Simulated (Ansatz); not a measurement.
**HI₃OTi: small, medium and large basis sets**

One table from this session's results is given with a row withheld; the runs are named, their logs left out.

The runs use Ansatz 0.2.0, Gaussian basis; one geometry, several basis sets.

The runs, in order: PBE0-D4/def2-SVP; ωB97M-V/def2-SVP; PBE0-D4/def2-QZVPP; ωB97M-V/def2-QZVPP; the functionals' def2-TZVPP values are taken from earlier runs.

1 further run of the same task is left out (for a known fault of the program). Runs told in other sessions of the task aren't counted.

### The geometry

An earlier PBE0-D4 in a triple-zeta def2 set relaxation fixed the geometry. I takes the def2 core potential; no spin-orbit term is included.

6 atoms, charge 0, spin multiplicity 1.

Atoms are counted from 1 here; the program's logs count them from 0.

Bond lengths: O1–Ti2 1.735 Å, O1–H6 0.957 Å, Ti2–I3 2.547 Å, Ti2–I4 2.547 Å, Ti2–I5 2.549 Å. Angles: Ti2–O1–H6 157.9°, O1–Ti2–I3 109.3°, O1–Ti2–I4 109.3°, O1–Ti2–I5 110.0°, I3–Ti2–I4 108.7°, I3–Ti2–I5 109.7°, I4–Ti2–I5 109.7°.

The first run:

in.yaml reads:

```yaml
crystal:
  periodic: [false, false, false]
  atoms:
    - {symbol: O, position_ang: [-0.499577, 0.310709, 1.297488]}
    - {symbol: Ti, position_ang: [0.122112, 0.002829, -0.292614]}
    - {symbol: I, position_ang: [2.210596, -1.444200, -0.114721]}
    - {symbol: I, position_ang: [-1.628714, -1.250503, -1.653117]}
    - {symbol: I, position_ang: [0.695121, 2.202945, -1.445786]}
    - {symbol: H, position_ang: [-0.857439, 0.114121, 2.162552]}
basis:
  gaussian: {orbitals: def2-SVP}
hamiltonian: {xc: pbe0, dispersion: d4}
output: {orbitals: {seedname: orbitals}}
```

The run is started by

```bash
ansatz run in.yaml --threads 4 --pin off --events-out ev --progress --plain --max-ram 11315MiB
```

Among the steps run: PBE0-D4 in def2-SVP; ωB97M-V in def2-SVP; PBE0-D4 in def2-QZVPP; ωB97M-V in def2-QZVPP.

One of the session's tables, all rows but one given; the rest of the session is left out.

It belongs to the step «Functionals by basis». 

| functional | basis | HOMO (eV) | LUMO (eV) |
| --- | --- | --- | --- |
| PBE0-D4 | def2-SVP | -7.46 | -3.36 |
| PBE0-D4 | def2-TZVPP | -7.52 | -3.33 |
| PBE0-D4 | def2-QZVPP | ? | ? |
| ωB97M-V | def2-SVP | -9.38 | -1.44 |
| ωB97M-V | def2-TZVPP | -9.48 | -1.45 |
| ωB97M-V | def2-QZVPP | -9.49 | -1.46 |

Estimate the missing values for PBE0-D4, def2-QZVPP.

The run gave: HOMO (eV): -7.53; LUMO (eV): -3.34. In the column «HOMO (eV)» it lies between ωB97M-V, def2-SVP (-9.38) and PBE0-D4, def2-TZVPP (-7.52).
